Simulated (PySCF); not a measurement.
**Tb2S3: forces at shaken geometries**

How stiff is Tb2S3? Its atoms are displaced at random by several amounts. The species was built from a template and needn't be a known compound.

The runs use PySCF 2.14.0; B3LYP, Tb lcecp-1-SVP with ECP54, S def2-SVP; scalar-relativistic core potentials, no spin–orbit coupling.

6 further runs of the same task are left out: 2 for a known fault of the program, 4 that didn't finish.

### 1 Where the work starts

5 atoms, charge 0, spin multiplicity 1.

Bond lengths: Tb1–Tb2 3.101 Å, Tb1–S3 2.584 Å, Tb1–S4 2.584 Å, Tb1–S5 2.584 Å, Tb2–S3 2.584 Å, Tb2–S4 2.584 Å, Tb2–S5 2.584 Å. Angles: Tb2–Tb1–S3 53.1°, Tb2–Tb1–S4 53.1°, Tb2–Tb1–S5 53.1°, S3–Tb1–S4 87.7°, S3–Tb1–S5 87.7°, S4–Tb1–S5 87.7°, Tb1–Tb2–S3 53.1°, Tb1–Tb2–S4 53.1°, Tb1–Tb2–S5 53.1°, S3–Tb2–S4 87.7°, S3–Tb2–S5 87.7°, S4–Tb2–S5 87.7°, Tb1–S3–Tb2 73.7°, Tb1–S4–Tb2 73.7°, Tb1–S5–Tb2 73.7°.

Geometry (Å):

| atom | x (Å) | y (Å) | z (Å) |
| --- | --- | --- | --- |
| Tb1 | 0.0000 | 0.0000 | 1.5505 |
| Tb2 | 0.0000 | 0.0000 | -1.5505 |
| S3 | 2.0676 | 0.0000 | 0.0000 |
| S4 | -1.0338 | 1.7906 | 0.0000 |
| S5 | -1.0338 | -1.7906 | 0.0000 |

Formal oxidation states: Tb +3. Each metal's 8 4f electrons lie in its core potential, so multiplicities, spins and levels count the valence alone. An earlier session relaxed this geometry at B3LYP, Tb lcecp-1-SVP with ECP54, S def2-SVP (singlet, point group D3h).

Its energy there is -1267.531901 Eh.

### 2 Atoms moved at random, σ = 0.06 Å

File run.py (the lines that set the calculation):

```python
mol = gto.M(atom='''
Tb     0.07163    -0.06013     1.56553
Tb    -0.02786    -0.08028    -1.56075
S      2.08216    -0.00777    -0.08754
S     -1.01456     1.85116     0.07944
S     -1.11138    -1.70298     0.00332''',
    basis={'Tb': 'lcecp-1-SVP', 'S': 'def2-SVP'},
    ecp={'Tb': 'lcecp-1-SVP'},
    charge=0, spin=0)
mf = dft.RKS(mol, xc='B3LYP')
mf.grids.atom_grid = (50, 194)  # f atoms: unpruned, at least (60, 302)
mf = mf.density_fit()  # fitting sets: Tb AutoAux, S def2-universal-JKFIT
mf.conv_tol = 1e-08; mf.max_cycle = 55
mf.kernel(dm0)  # dm0: the density of the relaxed state
```

Command:

```sh
> OMP_NUM_THREADS=2 python run.py
```

### 3 Atoms moved at random, σ = 0.1 Å

File run.py (the lines that set the calculation):

```python
mol = gto.M(atom='''
Tb    -0.02316     0.06628     1.63117
Tb    -0.05048     0.03424    -1.63147
S      2.11582    -0.00285     0.03998
S     -1.06369     1.77362    -0.01642
S     -0.97849    -1.87129    -0.02327''',
    basis={'Tb': 'lcecp-1-SVP', 'S': 'def2-SVP'},
    ecp={'Tb': 'lcecp-1-SVP'},
    charge=0, spin=0)
mf = dft.RKS(mol, xc='B3LYP')
mf.grids.atom_grid = (50, 194)  # f atoms: unpruned, at least (60, 302)
mf = mf.density_fit()  # fitting sets: Tb AutoAux, S def2-universal-JKFIT
mf.conv_tol = 1e-08; mf.max_cycle = 55
mf.kernel(dm0)  # dm0: the density of the relaxed state
```

### 4 Atoms moved at random, σ = 0.03 Å

File run.py (the lines that set the calculation):

```python
mol = gto.M(atom='''
Tb     0.00064     0.02453     1.55978
Tb     0.03139    -0.02399    -1.52689
S      2.04720     0.01328    -0.01590
S     -1.02013     1.74708     0.00413
S     -1.05909    -1.76090    -0.02111''',
    basis={'Tb': 'lcecp-1-SVP', 'S': 'def2-SVP'},
    ecp={'Tb': 'lcecp-1-SVP'},
    charge=0, spin=0)
mf = dft.RKS(mol, xc='B3LYP')
mf.grids.atom_grid = (50, 194)  # f atoms: unpruned, at least (60, 302)
mf = mf.density_fit()  # fitting sets: Tb AutoAux, S def2-universal-JKFIT
mf.conv_tol = 1e-08; mf.max_cycle = 55
mf.kernel(dm0)  # dm0: the density of the relaxed state
```

Q: Predict the outcome of this session. Wanted: for each run, σ; energy rise; harmonic estimate −½ F·u; largest force component.

**Answer**, as computed:

| σ (Å) | energy rise (eV) | harmonic estimate −½ F·u (eV) | largest force component (eV/Å) |
| --- | --- | --- | --- |
| 0.06 | 0.141 | 0.136 | 1.15 |
| 0.1 | 0.276 | 0.260 | 1.82 |
| 0.03 | 0.043 | 0.044 | 0.81 |

Every displacement raises the energy. For a harmonic well the rise equals −½ F·u; the two differ by at most 6 % here (a move with σ = 0.1 Å), from anharmonicity, the grid and the small forces left at the relaxed point. These are double-zeta-type bases without diffuse functions. Spin–orbit coupling is left out.
